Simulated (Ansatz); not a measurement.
## Cd3Ir, space group Pm-3m: a phonon calculation by finite displacements, step by step

Program: Ansatz 0.2.0, Python API.

Typed at the interpreter:
```pycon
>>> from pathlib import Path
>>> import warnings
>>> import ansatz
>>> import numpy as np
>>> from pymatgen.core import Lattice, Structure
>>> from pymatgen.io.ase import AseAtomsAdaptor
>>> warnings.simplefilter('ignore', ansatz.DeckWarning)
>>> pmg_structure = Structure(
...     Lattice([[4.2167, 0.0, 0.0], [0.0, 4.2167, 0.0], [0.0, 0.0, 4.2167]]),
...     ['Cd', 'Cd', 'Cd', 'Ir'],
...     [
...         [0.0, 0.5, 0.5],
...         [0.5, 0.0, 0.5],
...         [0.5, 0.5, 0.0],
...         [0.0, 0.0, 0.0],
...     ],
... )
>>> system = ansatz.Crystal.from_ase(AseAtomsAdaptor.get_atoms(pmg_structure))
>>> # the cell itself: zone-centre modes alone
>>> model = (
...     system.calculation()
...     .functional('LDA')
...     .basis(18 * ansatz.Ha)
...     .occupations('Fermi-Dirac', width=0.1)
...     .kpoints(7, 7, 7)
...     .phonons('fd', supercell=1)
... )
>>> out = model.run(threads=1, runs_dir='phonon_runs')

>>> folder = Path(out.output_folder) / 'results'
>>> ph = out.phonons
>>> print('modes at Gamma (1/cm):', np.round(ph.gamma_omega_inv_cm, 1) + 0.0)
modes at Gamma (1/cm): [  0.    0.    0.   69.9  69.9  69.9  79.7  79.7  79.7 141.5 141.5 141.5]
>>> print(f'{ph.n_members} displaced supercells, sum-rule residual {ph.asr_residual_pre_ev_ang2:.1e} eV/A^2')
2 displaced supercells, sum-rule residual 5.0e-05 eV/A^2
>>> optical = np.sort(ph.gamma_omega_inv_cm)
>>> print('imaginary modes at Gamma:', int((optical < -10).sum()), '- highest mode', round(float(optical[-1]), 1), '1/cm')
imaginary modes at Gamma: 0 - highest mode 141.5 1/cm
```

Notes:
- No spin polarisation was allowed.
- The cell isn't relaxed first, so the values belong to this volume.
- For a metal this k-point mesh is coarse: on a finer one energies can move by several to tens of meV an atom and pressures by half a GPa or more, differences at one mesh by less.
- Spin-orbit coupling, which matters for elements this heavy, is left out.
- The structure comes from a database of computed cells and needn't be a stable or known phase.
- The structure is taken as given and the supercell is small; imaginary modes can come from an unrelaxed or unstable start. Phonons of metals also depend on mesh and smearing.
- Timing: 82 s on 1 thread of Intel(R) Xeon(R) Processor @ 2.50GHz (Skylake/Cascade Lake), with other jobs on the host, peak memory 0.73 GiB.

(Lines on the test bed's own set-up are left out of the output.)
